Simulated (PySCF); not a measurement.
# C7H7NO: the cost of one run

Programs: PySCF 2.14.0, with routines of our own; each step states its level. All values are computed. Atoms count from 0.

## (1) The system as given

16 atoms, charge 0, multiplicity 1; geometry from: GFN2-xTB.

## (2) Geometry optimisation at BHandHLYP/def2-SV(P)

What the job is given:

```
{"job": {"xc": "BHandHLYP", "basis": "def2-SV(P)", "grid": 1, "kind": "geom"}, "charge": 0, "multiplicity": 1}
C      3.455094    -0.352921     0.045940
C      2.145895    -0.286748    -0.011537
C      0.895551    -0.217771    -0.076322
C     -0.433092    -0.141514    -0.131194
C     -1.149856    -0.845504    -1.176949
C     -2.464111    -0.800636    -1.382124
C     -1.148826     0.659826     0.912345
N     -0.352135     1.546450     1.560353
O     -2.327787     0.553168     1.175504
H      4.020366    -0.922478    -0.673464
H      4.012240     0.156505     0.815856
H     -0.516170    -1.434176    -1.831065
H     -3.116377    -0.227053    -0.748149
H     -2.918655    -1.353605    -2.186938
H      0.636248     1.588691     1.384539
H     -0.745987     2.086712     2.311794
```

Run with:

```sh
$ OMP_NUM_THREADS=1 python excited_run.py task.json out
```

One launch serves the whole session: the jobs run in the order shown.

Q: Estimate the wall time and peak memory of this first job on 1 thread of Arm Neoverse V1, shared host.

About 95 s, with a peak of 0.61 GiB.
